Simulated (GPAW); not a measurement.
Ti3S2:

```
Ti S
1.0
     2.71311    1.56642    3.23762
    -2.71311    1.56642    3.23762
     0.00000   -3.13283    3.23762
Ti S
3 2
Direct
  0.00000 0.33565 0.66434
  0.66434 0.00000 0.33565
  0.33565 0.66434 0.00000
  0.16784 0.16784 0.16784
  0.83216 0.83216 0.83216
```

The cell comes from a database or a generator and needn't be the stable form of this composition.

Program: GPAW 26.7.0. Alike in all runs: task band structure; potentials or basis PAW data sets generated in the run's folder for this functional, pw; no spin polarisation; cell as given; cutoff (eV) 600; smearing fermi-dirac 0.05 eV.

Order these runs on this cell by their pressure, lowest first.
A. level PBEsol+U; U Ti d U = 6 eV; k mesh 6 × 6 × 6; band points 100
B. level PBEsol; k mesh 5 × 5 × 5; band points 60
C. level PBEsol+U; U Ti d U = 3 eV; k mesh 6 × 6 × 6; band points 100

B (-4.4 GPa), C (-1.6 GPa), A (1.8 GPa).

Caveats: U without spin polarisation on a metal has little footing (some runs).
